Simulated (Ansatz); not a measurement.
# P: the cost of one run

Computed with Ansatz 0.2.0 (DFT PBEsol, scalar-relativistic, plane waves, PAW, unless a step's input says otherwise).

## Step 1: The starting structure

Symmetry: P6/mmm, No. 191, hexagonal system. Conventional cell: a = 5.653 Å, b = 5.653 Å, c = 3.466 Å, α = 90.00°, β = 90.00°, γ = 120.00°. Around P (site symmetry 6/mmm) lie 14 P at 3.47 to 3.70 Å. P (site symmetry -6m2) is surrounded by 11 P at 3.26 to 3.70 Å.

Coordinates:

```xyz
3
Lattice="5.6530 0.0000 0.0000 -2.8265 4.8956 0.0000 0.0000 0.0000 3.4655" Properties=species:S:1:pos:R:3 pbc="T T T"
P     0.0000    0.0000    0.0000
P     0.0000    3.2638    1.7328
P     2.8265    1.6319    1.7328
```

This is candidate A: omega type (P6/mmm, No. 191).

(A quick probe on a coarse mesh, which set the mesh and smearing, is not shown.)

## Step 3: A loose first relaxation (candidate A)

The input, input.yaml:

```yaml
crystal:
  lattice:
    - [5.6529868895, 0.0, 0.0]
    - [-2.8264934447, 4.8956302536, 0.0]
    - [0.0, 0.0, 3.4655267453]
  atoms:
    - { symbol: P, position: [0.0, 0.0, 0.0] }
    - { symbol: P, position: [0.3333333333, 0.6666666667, 0.5] }
    - { symbol: P, position: [0.6666666667, 0.3333333333, 0.5] }
basis:
  ecutwfc: 420
kpoints:
  mp_grid: { grid: [6, 6, 6] }
hamiltonian:
  xc: pbesol
scf:
  occupations: { method: gaussian, width: 0.1 }
  lower_state_search: "off"
output:
  forces: true
  stress: true
  eigenvalues: true
relax:
  adjacent_minimum: "off"
  f_tol: 0.04
  max_steps: 70
  cell: { stress_tol: 0.4 }
```

Q: Estimate wall time and peak memory on 1 thread of an x86-64 CPU, shared host.

About 30 s, with a peak of 0.41 GiB.
